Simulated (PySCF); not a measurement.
# C₆H₁₂BNO: geometry, NMR shifts, electronic excitations and core binding energies

What NMR shifts, electronic excitations and core binding energies should C₆H₁₂BNO (`CC#CCB(N)OCC`) show?

Programs: PySCF 2.14.0, with density-fitted response routines of our own. Each step states its level of theory. These are calculated values for one molecule in the gas phase, unless marked as measured. Atoms are numbered from 0 throughout.

## Step 1: Starting geometry

21 atoms, charge 0, multiplicity 1; geometry from: GFN2-xTB. The atoms were then displaced at random by about 0.01 Å, so the start is not that level's minimum.

Bonds of the start (Å): C0–C1 1.46, C1–C2 1.21, C2–C3 1.40, C3–B4 1.63, B4–N5 1.41, B4–O6 1.34, O6–C7 1.40, C7–C8 1.52, C0–H9 1.12, C0–H10 1.07, C0–H11 1.07, C3–H12 1.11, C3–H13 1.09, N5–H14 1.00, N5–H15 1.01, C7–H16 1.10, C7–H17 1.11, C8–H18 1.10, C8–H19 1.07, C8–H20 1.09.

## Step 2: Geometry optimisation at PBE0-D3(BJ)/def2-SVP

What the job is given:

```
{"job": {"xc": "PBE0", "basis": "def2-SVP", "d3": "d3bj", "grid": 1, "shake": 0.01, "kind": "geom"}, "charge": 0, "multiplicity": 1}
C      4.306730     0.900350     0.407250
C      3.079780     0.229870    -0.026750
C      2.083600    -0.350120    -0.401570
C      0.926520    -1.022230    -0.812160
B     -0.421730    -0.562210    -0.015860
N     -0.297440     0.347660     1.059560
O     -1.582650    -1.099250    -0.425870
C     -2.832970    -0.799210     0.130860
C     -3.414990     0.519060    -0.367610
H      4.028700     1.896920     0.833890
H      4.947630     1.073200    -0.434840
H      4.812120     0.342230     1.169330
H      0.717910    -0.846160    -1.888180
H      1.015610    -2.098750    -0.674470
H     -1.054130     0.675840     1.627110
H      0.605760     0.702140     1.352010
H     -2.780960    -0.766380     1.230020
H     -3.521330    -1.624690    -0.139350
H     -3.513720     0.459820    -1.466340
H     -2.769280     1.340860    -0.133440
H     -4.406350     0.703320     0.040890
```

Run with:

```sh
$ OMP_NUM_THREADS=1 python probes_run.py task.json out
```

This one command runs all jobs of the session in turn.

Log:

```text
step   0  E = -389.99130553  max force = 0.048879
step   1  E = -389.99745805  max force = 0.009699
step   2  E = -389.99788215  max force = 0.002310
step   3  E = -389.99790966  max force = 0.001682
step   4  E = -389.99793495  max force = 0.000565
step   5  E = -389.99794279  max force = 0.000312
optimisation converged
```

Wall time 2.8 min (1 thread of Arm Neoverse N1, shared host); peak memory 0.77 GiB.

The steps of the relaxation:

```csv
step,energy from step 0 (eV),largest force component (eV/Å)
0,0.0000,2.5135
1,-0.1674,0.4987
2,-0.1790,0.1188
3,-0.1797,0.0865
4,-0.1804,0.0291
5,-0.1806,0.0160
```

Distances of close pairs at the start and the end, largest changes first:

```csv
bond,before (Å),after (Å),change (Å)
C2–C3,1.400,1.453,+0.054
C3–B4,1.632,1.595,-0.037
C0–H11,1.071,1.102,+0.030
C8–H19,1.071,1.101,+0.030
C0–H10,1.072,1.102,+0.030
B4–O6,1.343,1.370,+0.027
C0–H9,1.119,1.102,-0.017
C3–H13,1.089,1.105,+0.016
```

The next job starts from the end point, and lists it.

```csv
at the end point,value
point group (found at 0.08 Å tolerance),C1
"rotational constants (GHz, main isotopes)","4.757, 0.594, 0.558"
dipole moment (D),2.36
```

## Step 3: Shielding tensors: PBE0/pcSseg-1

What the job is given:

```
{"job": {"kind": "nmr", "xc": "PBE0", "basis": "pcSseg-1"}, "charge": 0, "multiplicity": 1}
C      4.304433     0.896626     0.593192
C      3.100745     0.207575     0.150521
C      2.118853    -0.385528    -0.248111
C      0.908510    -1.060382    -0.685883
B     -0.431832    -0.542036     0.005510
N     -0.385203     0.482059     0.963697
O     -1.585260    -1.159888    -0.400028
C     -2.850274    -0.791378     0.084485
C     -3.408383     0.420334    -0.635895
H      4.072259     1.874770     1.043867
H      4.992509     1.076122    -0.248423
H      4.849988     0.305970     1.346478
H      0.783791    -0.959824    -1.778682
H      0.983181    -2.147217    -0.502642
H     -1.178709     0.858013     1.461535
H      0.509419     0.871193     1.234664
H     -2.813394    -0.610893     1.176587
H     -3.517781    -1.655887    -0.063164
H     -3.451019     0.232594    -1.719139
H     -2.777594     1.307423    -0.472037
H     -4.426101     0.650615    -0.284784
```

With the program's defaults for keys left out, this is: GIAO PBE0/pcSseg-1 NMR shielding, non-relativistic, gas phase.

Log:

```text
coarse grid: 17192 points
cycle   1  E = -390.0467995557  dE =  1.026e+00  |g| = 7.239e-01  |ddm| = 4.301e+00
cycle   2  E = -389.9859268834  dE =  6.087e-02  |g| = 9.449e-01  |ddm| = 1.574e+00
cycle   3  E = -390.1562337851  dE = -1.703e-01  |g| = 1.385e-01  |ddm| = 8.613e-01
cycle   4  E = -390.1595786790  dE = -3.345e-03  |g| = 4.370e-02  |ddm| = 1.298e-01
cycle   5  E = -390.1599039901  dE = -3.253e-04  |g| = 1.982e-02  |ddm| = 4.226e-02
cycle   6  E = -390.1599863753  dE = -8.239e-05  |g| = 7.344e-03  |ddm| = 1.845e-02
cycle   7  E = -390.1599983010  dE = -1.193e-05  |g| = 2.148e-03  |ddm| = 6.249e-03
cycle   8  E = -390.1599993350  dE = -1.034e-06  |g| = 2.620e-04  |ddm| = 1.760e-03
final grid: 165120 points
cycle   9  E = -390.2198486141  dE = -4.564e-05  |g| = 1.206e-02  |ddm| = 5.048e-02
cycle  10  E = -390.2198230604  dE =  2.555e-05  |g| = 1.696e-02  |ddm| = 1.898e-02
cycle  11  E = -390.2198784997  dE = -5.544e-05  |g| = 1.974e-03  |ddm| = 1.093e-02
cycle  12  E = -390.2198793418  dE = -8.422e-07  |g| = 1.811e-04  |ddm| = 1.721e-03
cycle  13  E = -390.2198793454  dE = -3.552e-09  |g| = 1.299e-04  |ddm| = 2.595e-04
cycle  14  E = -390.2198793486  dE = -3.217e-09  |g| = 6.104e-05  |ddm| = 1.405e-04
cycle  15  E = -390.2198793495  dE = -8.998e-10  |g| = 1.241e-05  |ddm| = 5.404e-05
converged SCF energy = -390.2198793495

GIAO shielding tensors (ppm)
atom      isotropic    diamagn.    paramagn.     s11        s22        s33       span
  0 C      179.587     251.456     -71.870    171.601    171.891    195.269     23.668
  1 C      106.007     267.818    -161.811     22.901     23.647    271.472    248.571
  2 C       99.201     263.740    -164.538      6.991     16.970    273.641    266.650
  3 C      176.284     258.460     -82.176    163.137    170.678    195.039     31.902
  4 B       71.237     196.877    -125.640     47.861     68.062     97.787     49.926
  5 N      191.510     322.926    -131.416    124.902    217.472    232.156    107.254
  6 O      217.103     396.866    -179.764    115.570    196.300    339.439    223.869
  7 C      123.709     242.039    -118.330     93.292    112.053    165.782     72.491
  8 C      166.316     248.354     -82.037    147.194    168.019    183.736     36.542
  9 H       29.518      31.324      -1.806     24.162     28.268     36.123     11.961
 10 H       29.376      25.928       3.447     24.176     27.461     36.490     12.315
 11 H       29.434      26.614       2.820     24.389     27.519     36.395     12.006
 12 H       29.718      31.606      -1.888     24.054     29.581     35.518     11.464
 13 H       29.692      30.119      -0.427     23.954     29.595     35.527     11.573
 14 H       28.725      34.330      -5.606     22.479     27.402     36.294     13.815
 15 H       27.607      35.862      -8.255     20.383     27.041     35.397     15.014
 16 H       27.606      30.645      -3.039     23.787     27.418     31.612      7.824
 17 H       27.449      27.598      -0.150     22.186     27.099     33.062     10.876
 18 H       29.996      28.844       1.152     26.499     27.927     35.562      9.063
 19 H       29.882      31.776      -1.894     25.167     30.869     33.610      8.443
 20 H       30.465      26.363       4.101     26.686     27.186     37.522     10.836
```

Run time: 71 s. Hardware: 1 thread of Arm Neoverse N1, shared host; peak memory 0.97 GiB.

Shifts follow as δ = σ(reference) − σ, with reference shieldings (ppm) from runs at the same level and on the same kind of geometry: 1H TMS 31.27, 13C TMS 184.4, 15N NH3 265.7, 17O H2O 334.6, 11B BF3·OEt2 100.7. The references are single molecules in the gas phase, so shifts against H2O, NH3, PH3, H3PO4 or CFCl3 are not on the usual liquid scales and can be off by tens of ppm. Atoms listed in one row are averaged.

```csv
atoms,environment,σ (ppm),δ (ppm),δ scaled to CDCl3
C2,alkyne carbon,99.2,85.2,82.2
C1,alkyne carbon,106.0,78.4,75.6
C7,sp3 CH2 bonded to O,123.7,60.7,58.4
C8,methyl carbon,166.3,18.1,17.1
C3,propargylic sp3 CH2 bonded to B,176.3,8.1,7.4
C0,propargylic methyl carbon,179.6,4.8,4.2
"H16, H17",hydrogen on an sp3 CH2 bonded to O,27.53,3.74,3.76
"H14, H15",hydrogen on a nitrogen bonded to B,28.17,3.10,–
"H9, H10, H11",hydrogen on a propargylic methyl carbon,29.44,1.82,1.95
"H12, H13",hydrogen on a propargylic sp3 CH2 bonded to B,29.70,1.56,1.70
"H18, H19, H20",hydrogen on a methyl carbon,30.11,1.15,1.31
B4,"boron bonded to C, N, O",71.2,29.5,–
N5,"nitrogen bonded to B, 2 H",191.5,74.2,–
O6,"oxygen bonded to C, B",217.1,117.5,–
```

The scaled column applies a straight-line fit of computed shieldings to shifts measured in CDCl3 (root-mean-square error 0.21 ppm for H, 2.0 ppm for C).

The run also stored atomic charges by several schemes (e):

```csv
atoms,Mulliken,IAO,Hirshfeld,ESP fit
C0,-0.22,-0.42,-0.10,-0.51
C1,-0.35,-0.10,-0.08,0.02
C2,-0.08,-0.06,-0.06,-0.15
C3,-0.38,-0.43,-0.13,-0.45
B4,0.61,0.40,0.21,0.84
N5,-0.49,-0.58,-0.26,-1.09
O6,-0.51,-0.41,-0.18,-0.63
C7,0.02,-0.04,0.01,0.43
C8,-0.33,-0.42,-0.12,-0.43
```

Mayer bond orders: C0–C1 1.24, C1–C2 2.60, C2–C3 1.18, C3–B4 0.88, B4–N5 1.28, B4–O6 1.14, O6–C7 0.89, C7–C8 1.06.

## Step 4: Ultraviolet spectrum: wB97X-D/def2-SVPD

Same as in step 3 but for these lines:

```diff
@@ -1,2 +1,2 @@
-{"job": {"kind": "nmr", "xc": "PBE0", "basis": "pcSseg-1"}, "charge": 0, "multiplicity": 1}
+{"job": {"kind": "uv", "xc": "wB97X-D", "basis": "def2-SVPD", "ip": true}, "charge": 0, "multiplicity": 1}
 C      4.304433     0.896626     0.593192
```

Method: TDDFT wB97X-D/def2-SVPD, vertical, gas phase, core orbitals frozen in the response.

Log:

```text
coarse grid: 17192 points
cycle   1  E = -390.1777260537  dE =  1.237e+00  |g| = 6.782e-01  |ddm| = 1.031e+01
cycle   2  E = -390.1872609246  dE = -9.535e-03  |g| = 7.175e-01  |ddm| = 2.757e+00
cycle   3  E = -390.2792602116  dE = -9.200e-02  |g| = 8.063e-02  |ddm| = 8.171e-01
cycle   4  E = -390.2804278647  dE = -1.168e-03  |g| = 3.729e-02  |ddm| = 2.586e-01
cycle   5  E = -390.2807403445  dE = -3.125e-04  |g| = 9.039e-03  |ddm| = 1.094e-01
cycle   6  E = -390.2807587234  dE = -1.838e-05  |g| = 1.992e-03  |ddm| = 3.305e-02
cycle   7  E = -390.2807600446  dE = -1.321e-06  |g| = 5.673e-04  |ddm| = 9.503e-03
final grid: 165120 points
cycle   8  E = -390.3430273911  dE = -1.260e-04  |g| = 6.593e-03  |ddm| = 3.056e-01
cycle   9  E = -390.3430309863  dE = -3.595e-06  |g| = 5.729e-03  |ddm| = 3.764e-02
cycle  10  E = -390.3430377299  dE = -6.744e-06  |g| = 6.269e-04  |ddm| = 9.139e-03
cycle  11  E = -390.3430378144  dE = -8.444e-08  |g| = 3.617e-04  |ddm| = 3.247e-03
cycle  12  E = -390.3430378447  dE = -3.035e-08  |g| = 8.879e-05  |ddm| = 1.013e-03
cycle  13  E = -390.3430378465  dE = -1.800e-09  |g| = 3.418e-05  |ddm| = 2.326e-04
cycle  14  E = -390.3430378469  dE = -3.570e-10  |g| = 1.062e-05  |ddm| = 1.170e-04
converged SCF energy = -390.3430378469

Static polarisability (au): isotropic 98.705, principal 76.764 87.100 132.252

Singlet excitations
state   eV       nm        f      main configurations
  1   6.5491    189.3   0.00005   H->L+5 0.52, H-1->L+6 0.17, H->L+7 0.09
  2   6.6684    185.9   0.01102   H->L 0.67, H->L+1 0.22
  3   6.7685    183.2   0.00699   H-1->L 0.62, H-1->L+1 0.25
  4   6.8285    181.6   0.00142   H->L+6 0.37, H-1->L+5 0.33
  5   6.8582    180.8   0.00111   H-1->L+6 0.55, H->L+5 0.15
  6   7.2097    172.0   0.03341   H-2->L 0.82
  7   7.7364    160.3   0.01202   H->L+1 0.46, H->L+2 0.28, H->L 0.13
  8   7.8939    157.1   0.00161   H-1->L+1 0.41, H-1->L+2 0.30, H-1->L 0.13
  9   8.0567    153.9   0.00164   H->L+7 0.35, H->L+8 0.17, H->L+2 0.15
 10   8.1888    151.4   0.00257   H->L+7 0.38, H->L+3 0.13, H->L+8 0.11

Triplet excitations (Tamm-Dancoff, eV): 5.4896 6.0350 6.0489 6.6047
Vertical ionisation energy (delta-SCF) = 8.9784 eV
```

Run time: 12 min. Hardware: 1 thread of Arm Neoverse N1, shared host; peak memory 1.3 GiB.

Frontier orbitals and where they lie:

```csv
orbital,eV,atoms
HOMO−3,-10.71,"O6 42 %, C7 19 %, H16 10 %"
HOMO−2,-9.65,"N5 48 %, O6 23 %, B4 9 %"
HOMO−1,-8.85,"C1 36 %, C2 36 %, C3 8 %"
HOMO,-8.72,"C1 35 %, C2 32 %, C3 10 %"
LUMO,1.81,"B4 42 %, H14 6 %, C1 6 %"
LUMO+1,2.53,"C0 25 %, C1 10 %, C8 9 %"
LUMO+2,2.94,"B4 16 %, C8 10 %, C0 10 %"
```

With each of the 10 states as a Gaussian band of 0.4 eV half-width at 1/e, the curve within the window shown has maxima at 173 nm (ε 1,700) L/(mol cm). Beyond the last state computed it falls off for lack of states. The curve at chosen wavelengths:

(nm, ε (L/mol/cm)): (146, 101), (148, 173), (151, 321), (153, 437), (156, 615), (158, 726), (161, 894), (163, 1026), (166, 1268), (168, 1434), (171, 1615), (173, 1657), (176, 1604), (178, 1514), (181, 1341), (183, 1213), (186, 1007), (188, 861), (191, 641), (193, 503), (196, 326), (198, 232), (201, 130), (203, 85), (206, 42), (208, 25)

Further results of this job:

```csv
property,computed
dipole moment (D),2.20
polarisability (Å³),14.63
HOMO–LUMO gap (eV),10.53
−ε(HOMO) (eV),8.72
```

## Step 5: Shielding tensors: PBE/pcSseg-1

Same as in step 4 but for these lines:

```diff
@@ -1,2 +1,2 @@
-{"job": {"kind": "uv", "xc": "wB97X-D", "basis": "def2-SVPD", "ip": true}, "charge": 0, "multiplicity": 1}
+{"job": {"kind": "nmr", "xc": "PBE", "basis": "pcSseg-1", "pop": false}, "charge": 0, "multiplicity": 1}
 C      4.304433     0.896626     0.593192
```

Method: GIAO PBE/pcSseg-1 NMR shielding, non-relativistic, gas phase.

Log:

```text
coarse grid: 17192 points
cycle   1  E = -389.8994090662  dE =  8.265e-01  |g| = 9.360e-01  |ddm| = 4.398e+00
cycle   2  E = -389.5334822979  dE =  3.659e-01  |g| = 1.615e+00  |ddm| = 2.658e+00
cycle   3  E = -390.0793774854  dE = -5.459e-01  |g| = 3.154e-01  |ddm| = 1.894e+00
cycle   4  E = -390.0977930920  dE = -1.842e-02  |g| = 8.848e-02  |ddm| = 2.888e-01
cycle   5  E = -390.0982357810  dE = -4.427e-04  |g| = 7.292e-02  |ddm| = 1.097e-01
cycle   6  E = -390.0994402740  dE = -1.204e-03  |g| = 2.400e-02  |ddm| = 6.716e-02
cycle   7  E = -390.0995651804  dE = -1.249e-04  |g| = 7.609e-03  |ddm| = 2.133e-02
cycle   8  E = -390.0995784370  dE = -1.326e-05  |g| = 1.106e-03  |ddm| = 6.714e-03
cycle   9  E = -390.0995786830  dE = -2.460e-07  |g| = 3.974e-04  |ddm| = 1.405e-03
final grid: 165120 points
cycle  10  E = -390.1811488107  dE = -3.686e-05  |g| = 2.059e-02  |ddm| = 7.001e-02
cycle  11  E = -390.1809278140  dE =  2.210e-04  |g| = 3.936e-02  |ddm| = 4.161e-02
cycle  12  E = -390.1812321107  dE = -3.043e-04  |g| = 5.714e-03  |ddm| = 2.787e-02
cycle  13  E = -390.1812394802  dE = -7.370e-06  |g| = 4.758e-04  |ddm| = 5.327e-03
cycle  14  E = -390.1812395268  dE = -4.655e-08  |g| = 2.058e-04  |ddm| = 7.170e-04
cycle  15  E = -390.1812395337  dE = -6.920e-09  |g| = 1.225e-04  |ddm| = 2.676e-04
cycle  16  E = -390.1812395373  dE = -3.578e-09  |g| = 3.339e-05  |ddm| = 1.140e-04
cycle  17  E = -390.1812395376  dE = -2.857e-10  |g| = 5.362e-06  |ddm| = 3.346e-05
converged SCF energy = -390.1812395376

GIAO shielding tensors (ppm)
atom      isotropic    diamagn.    paramagn.     s11        s22        s33       span
  0 C      174.930     252.694     -77.764    165.977    166.278    192.535     26.558
  1 C      103.996     266.888    -162.892     21.324     22.129    268.536    247.212
  2 C       97.046     263.112    -166.067      5.195     15.172    270.770    265.576
  3 C      170.765     259.914     -89.149    156.650    164.555    191.090     34.440
  4 B       67.515     198.561    -131.046     44.087     64.105     94.352     50.265
  5 N      186.337     322.161    -135.824    119.843    210.974    228.194    108.351
  6 O      200.952     396.928    -195.976     98.891    176.227    327.737    228.846
  7 C      116.750     243.069    -126.319     85.120    104.966    160.163     75.042
  8 C      161.851     248.347     -86.496    142.459    163.161    179.933     37.475
  9 H       29.408      31.868      -2.461     24.181     28.267     35.775     11.593
 10 H       29.276      25.737       3.539     24.225     27.479     36.122     11.897
 11 H       29.331      26.511       2.820     24.441     27.525     36.028     11.588
 12 H       29.569      31.765      -2.196     24.093     29.578     35.036     10.943
 13 H       29.537      30.115      -0.577     23.991     29.604     35.017     11.026
 14 H       28.654      34.539      -5.885     22.788     27.380     35.795     13.007
 15 H       27.557      36.121      -8.564     20.653     27.139     34.879     14.226
 16 H       27.333      30.858      -3.525     23.586     27.150     31.262      7.676
 17 H       27.249      27.421      -0.172     22.054     27.090     32.601     10.547
 18 H       29.981      28.964       1.017     26.722     27.979     35.241      8.520
 19 H       29.812      32.160      -2.348     25.256     30.886     33.293      8.036
 20 H       30.368      26.251       4.117     26.761     27.304     37.039     10.278
```

Wall time 90 s (1 thread of Arm Neoverse N1, shared host); peak memory 0.92 GiB.

In short: δ C2 83.0, C1 76.0, C7 63.3, C8 18.2, H16 3.91, H14 3.09 ppm (means over like atoms).

[end of part 1 of 2]
